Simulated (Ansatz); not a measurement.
# CH₇AsSi: how energies converge with the basis set

An exercise on one series of results from a longer session: the logs are not shown, and one member is left open.

Computed with Ansatz 0.2.0, Gaussian basis. Level: one geometry, several basis sets.

Plan: PBE0-D4/def2-SVP; ωB97M-V/def2-SVP; PBE0-D4/def2-QZVPP; ωB97M-V/def2-QZVPP; the functionals' def2-TZVPP values are taken from earlier runs.

### The relaxed structure

All runs share one geometry, relaxed beforehand with PBE0-D4 in a triple-zeta def2 set.

SMILES `[SiH3]C[AsH2]`, 10 atoms, charge 0, spin multiplicity 1.

Atoms are counted from 1 here; the program's logs count them from 0.

Bond lengths: Si1–C2 1.867 Å, Si1–H4 1.491 Å, Si1–H5 1.487 Å, Si1–H6 1.487 Å, C2–As3 1.981 Å, C2–H7 1.093 Å, C2–H8 1.093 Å, As3–H9 1.526 Å, As3–H10 1.526 Å. Angles: C2–Si1–H4 111.7°, C2–Si1–H5 109.7°, C2–Si1–H6 109.7°, H4–Si1–H5 108.4°, H4–Si1–H6 108.4°, H5–Si1–H6 108.8°, Si1–C2–As3 114.3°, Si1–C2–H7 111.0°, Si1–C2–H8 111.0°, As3–C2–H7 106.7°, As3–C2–H8 106.7°, H7–C2–H8 106.8°, C2–As3–H9 95.8°, C2–As3–H10 95.8°, H9–As3–H10 91.5°.

As a file:

```xyz
10

Si   -1.00095    0.54143   -0.46788
C     0.11694   -0.92376   -0.16730
As    1.73019   -0.51096    0.90488
H    -2.19555    0.16664   -1.27729
H    -0.25366    1.60109   -1.19592
H    -1.46801    1.09106    0.83255
H    -0.41453   -1.72023    0.36002
H     0.46807   -1.34846   -1.11136
H     1.00151    0.29168    1.97828
H     2.09908    0.76060    0.14690
```

Set-up of the first run:

Contents of in.yaml:

```yaml
crystal:
  periodic: [false, false, false]
  atoms:
    - {symbol: Si, position_ang: [-1.000950, 0.541432, -0.467876]}
    - {symbol: C, position_ang: [0.116945, -0.923758, -0.167297]}
    - {symbol: As, position_ang: [1.730187, -0.510955, 0.904881]}
    - {symbol: H, position_ang: [-2.195552, 0.166645, -1.277287]}
    - {symbol: H, position_ang: [-0.253659, 1.601090, -1.195922]}
    - {symbol: H, position_ang: [-1.468006, 1.091060, 0.832551]}
    - {symbol: H, position_ang: [-0.414531, -1.720233, 0.360024]}
    - {symbol: H, position_ang: [0.468070, -1.348456, -1.111356]}
    - {symbol: H, position_ang: [1.001514, 0.291677, 1.978278]}
    - {symbol: H, position_ang: [2.099083, 0.760599, 0.146903]}
basis:
  gaussian: {orbitals: def2-SVP}
hamiltonian: {xc: pbe0, dispersion: d4}
output: {orbitals: {seedname: orbitals}}
```

Started as:

```console
> ansatz run in.yaml --threads 2 --pin off --events-out ev --progress --plain --max-ram 4352MiB
```

Steps of the session up to this table: PBE0-D4 in def2-SVP; ωB97M-V in def2-SVP; PBE0-D4 in def2-QZVPP; ωB97M-V in def2-QZVPP.

One of the session's tables, all rows but one given; the rest of the session is left out.

```
functional       basis  HOMO (eV)  LUMO (eV)
   PBE0-D4    def2-SVP      -7.17       0.31
   PBE0-D4  def2-TZVPP      -7.20      -0.01
   PBE0-D4  def2-QZVPP      -7.23      -0.21
   ωB97M-V    def2-SVP      -9.27       2.18
   ωB97M-V  def2-TZVPP          ?          ?
   ωB97M-V  def2-QZVPP      -9.35       1.24
```

**Question.** Estimate the row for ωB97M-V, def2-TZVPP.

**Answer.** HOMO (eV): -9.32; LUMO (eV): 1.64. In the column «HOMO (eV)» it lies between ωB97M-V, def2-QZVPP (-9.35) and ωB97M-V, def2-SVP (-9.27).
